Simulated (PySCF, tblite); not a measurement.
# C5H14OSi2: geometry, infrared bands and NMR shifts

Aim: predict the infrared bands and NMR shifts of C5H14OSi2 (`CC/C(=C\[SiH3])[Si@@H](C)O`).

Computed with tblite 0.8.0 and PySCF 2.14.0, with density-fitted response routines of our own, on a single molecule in the gas phase. Atoms are numbered from 0 throughout.

## Step 1: Starting geometry

22 atoms, charge 0, multiplicity 1; geometry from: force field or distance geometry start.

Bonds of the start (Å): C0–C1 1.53, C1–C2 1.54, C2–C3 1.34, C3–Si4 1.84, C2–Si5 1.90, Si5–C6 1.86, Si5–O7 1.66, C0–H8 1.10, C0–H9 1.11, C0–H10 1.09, C1–H11 1.09, C1–H12 1.09, C3–H13 1.10, Si4–H14 1.48, Si4–H15 1.48, Si4–H16 1.49, Si5–H17 1.47, C6–H18 1.09, C6–H19 1.10, C6–H20 1.10, O7–H21 0.97.

## Step 2: Geometry optimisation with GFN2-xTB

Job settings and geometry (Å):

```
{"job": {"kind": "relax", "xc": "GFN2-xTB", "basis": "xTB"}, "charge": 0, "multiplicity": 1}
C     -1.634900     1.515100     0.841000
C     -1.141100     1.072700    -0.533500
C     -0.023800     0.023500    -0.424200
C     -0.200400    -1.304800    -0.524700
Si    -1.743300    -2.294600    -0.719800
Si     1.715000     0.759000    -0.224400
C      2.444800     0.197100     1.387400
O      2.644900     0.306800    -1.526600
H     -2.019900     0.668800     1.424400
H     -2.464300     2.235900     0.724100
H     -0.858500     2.003000     1.423600
H     -0.799600     1.938700    -1.092300
H     -1.989500     0.678400    -1.087600
H      0.660500    -1.978500    -0.450000
H     -2.742000    -1.894900     0.303100
H     -1.425100    -3.732800    -0.566400
H     -2.306900    -2.055500    -2.075200
H      1.609600     2.230200    -0.224700
H      3.437900     0.627400     1.550100
H      2.548000    -0.893800     1.427100
H      1.811200     0.504700     2.237100
H      2.466700    -0.587000    -1.869200
```

Launch:

```bash
$ OMP_NUM_THREADS=1 python probes_run.py task.json out
```

This one command runs all jobs of the session in turn.

**Question.** This job is followed by: GFN2-xTB harmonic vibrations, gas phase; GIAO PBE0/pcSseg-1 NMR shielding, non-relativistic, gas phase. What will the session give for the following? strongest single infrared mode (GFN2-xTB); zero-point energy (GFN2-xTB); ¹³C shifts against TMS (PBE0/pcSseg-1); ¹H shifts against TMS (PBE0/pcSseg-1, means over atoms taken as alike); ²⁹Si shifts against TMS (PBE0/pcSseg-1); ¹⁷O shifts against H2O (PBE0/pcSseg-1).

As calculated:

```
                                                              quantity                                               value
                             strongest single infrared mode (GFN2-xTB)                                809 cm⁻¹, 434 km/mol
                                          zero-point energy (GFN2-xTB)                                      106.8 kcal/mol
                                ¹³C shifts against TMS (PBE0/pcSseg-1)                   184.7, 130.1, 37.6, 16.7, 4.3 ppm
¹H shifts against TMS (PBE0/pcSseg-1, means over atoms taken as alike)  5.93, 4.98, 4.19, 2.56, 2.28, 1.28, 0.97, 0.18 ppm
                               ²⁹Si shifts against TMS (PBE0/pcSseg-1)                                    -10.3, -92.3 ppm
                                ¹⁷O shifts against H2O (PBE0/pcSseg-1)                                            30.4 ppm
```

The optimisation took 167 steps and gained 0.240 eV; among the close pairs (by a distance rule), Si5–C6 changed most, from 1.856 to 1.904 Å. All 60 modes are real, so the xTB geometry is a minimum. The strongest single mode, at 809 cm⁻¹, is carried by H15, H14, H16, Si4. GFN2-xTB is a fitted tight-binding method: band positions and strengths are rough. Its intensities can rank the bands wrongly. The most deshielded hydrogen is H13 (hydrogen on an alkene CH), at 5.93 ppm: attached to an sp2 carbon and in the plane of the double bond. At PBE0/pcSseg-1: The largest span, 286 ppm, is at C2, where the paramagnetic term is -265 ppm.
